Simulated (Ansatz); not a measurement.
# C2H8BNO2: a ladder of functionals and wavefunction methods

One table from this session's results is given with a row withheld; the runs are named, their logs left out.

Computed with Ansatz 0.2.0, Gaussian basis. Level: functionals in def2-TZVPP, the program's frozen cores in correlated methods.

The runs, in order: LDA (SPW92), PBE-D4, revPBE-D4, BLYP-D4, r2SCAN-D4, B97M-V, PBE0-D4, B3LYP-D4, r2SCANh-D4, r2SCAN0-D4, HSE06-D4, BHLYP-D4, CAM-B3LYP-D4, LC-ωPBE, ωB97X-V, ωB97M-V, B2PLYP, PBE-QIDH; CCSD(T)/def2-SVP; CCSD(T)/def2-TZVPP; MP2/def2-QZVPP; extrapolation to the limit; RPA on PBE.

### Structure used throughout

An earlier PBE0-D4 in a triple-zeta def2 set relaxation fixed the geometry.

SMILES `CN(C)B(O)O`, 14 atoms, charge 0, spin multiplicity 1.

Atoms are counted from 1 here; the program's logs count them from 0.

Bond lengths: C1–N2 1.436 Å, C1–H7 1.092 Å, C1–H8 1.098 Å, C1–H9 1.098 Å, N2–C3 1.442 Å, N2–B4 1.415 Å, C3–H10 1.088 Å, C3–H11 1.098 Å, C3–H12 1.098 Å, B4–O5 1.375 Å, B4–O6 1.379 Å, O5–H13 0.959 Å, O6–H14 0.957 Å. Angles: N2–C1–H7 112.0°, N2–C1–H8 111.5°, N2–C1–H9 111.4°, H7–C1–H8 107.2°, H7–C1–H9 107.1°, H8–C1–H9 107.4°, C1–N2–C3 113.4°, C1–N2–B4 124.9°, C3–N2–B4 121.7°, N2–C3–H10 110.0°, N2–C3–H11 111.1°, N2–C3–H12 111.1°, H10–C3–H11 108.5°, H10–C3–H12 108.5°, H11–C3–H12 107.5°, N2–B4–O5 118.7°, N2–B4–O6 124.6°, O5–B4–O6 116.7° and more.

The first run:

in.yaml reads:

```yaml
crystal:
  periodic: [false, false, false]
  atoms:
    - {symbol: C, position_ang: [-0.803744, -0.989228, 0.842392]}
    - {symbol: N, position_ang: [0.094987, -0.156040, 0.094878]}
    - {symbol: C, position_ang: [1.467613, -0.593646, 0.159093]}
    - {symbol: B, position_ang: [-0.287070, 0.987248, -0.645677]}
    - {symbol: O, position_ang: [0.682895, 1.694085, -1.316270]}
    - {symbol: O, position_ang: [-1.579808, 1.457266, -0.749326]}
    - {symbol: H, position_ang: [-1.834920, -0.636060, 0.781050]}
    - {symbol: H, position_ang: [-0.792837, -2.023696, 0.473963]}
    - {symbol: H, position_ang: [-0.533783, -1.016823, 1.906450]}
    - {symbol: H, position_ang: [2.099088, 0.074100, -0.422702]}
    - {symbol: H, position_ang: [1.831209, -0.602945, 1.194886]}
    - {symbol: H, position_ang: [1.577176, -1.611180, -0.238243]}
    - {symbol: H, position_ang: [0.299972, 2.442400, -1.777832]}
    - {symbol: H, position_ang: [-2.233579, 0.945419, -0.273960]}
basis:
  gaussian: {orbitals: def2-TZVPP}
hamiltonian: {xc: lda}
output: {orbitals: {seedname: orbitals}}
```

Run with:

```console
$ ansatz run in.yaml --threads 4 --pin off --events-out ev --progress --plain --max-ram 11315MiB
```

Steps of the session up to this table: LDA; PBE-D4 (GGA); revPBE-D4 (GGA); BLYP-D4 (GGA); r2SCAN-D4 (meta-GGA); B97M-V (meta-GGA); B3LYP-D4 (hybrid); r2SCANh-D4 (hybrid); r2SCAN0-D4 (hybrid); HSE06-D4 (hybrid); BHLYP-D4 (hybrid); CAM-B3LYP-D4 (range-separated); LC-ωPBE (range-separated); ωB97X-V (range-separated); ωB97M-V (range-separated); B2PLYP (double hybrid); PBE-QIDH (double hybrid).

One table of the session follows, with a row left open; its other results are not shown here.

It belongs to the step «Frontier levels by functional». 

| functional | HOMO (eV) | LUMO (eV) | gap (eV) |
| --- | --- | --- | --- |
| LDA (SPW92) | -5.37 | -0.39 | 4.98 |
| PBE-D4 | -5.24 | -0.19 | 5.05 |
| revPBE-D4 | -5.18 | -0.09 | 5.09 |
| BLYP-D4 | -5.14 | -0.22 | 4.92 |
| r2SCAN-D4 | -5.48 | 0.48 | 5.96 |
| B97M-V | -5.62 | 0.00 | 5.61 |
| PBE0-D4 | -6.58 | 0.65 | 7.24 |
| B3LYP-D4 | -6.38 | 0.29 | 6.67 |
| r2SCANh-D4 | -5.99 | 0.73 | 6.72 |
| r2SCAN0-D4 | -6.76 | 1.08 | 7.84 |
| HSE06-D4 | -6.18 | 0.28 | 6.46 |
| BHLYP-D4 | -7.88 | 1.26 | 9.14 |
| CAM-B3LYP-D4 | -7.98 | 1.40 | 9.38 |
| LC-ωPBE | -9.31 | 2.74 | 12.05 |
| ωB97X-V | -8.98 | 2.51 | 11.48 |
| ωB97M-V | ? | ? | ? |

**Question.** Estimate the row for ωB97M-V.

As computed: HOMO (eV): -8.89; LUMO (eV): 2.06; gap (eV): 10.96. In the column «HOMO (eV)» it lies between ωB97X-V (-8.98) and CAM-B3LYP-D4 (-7.98).
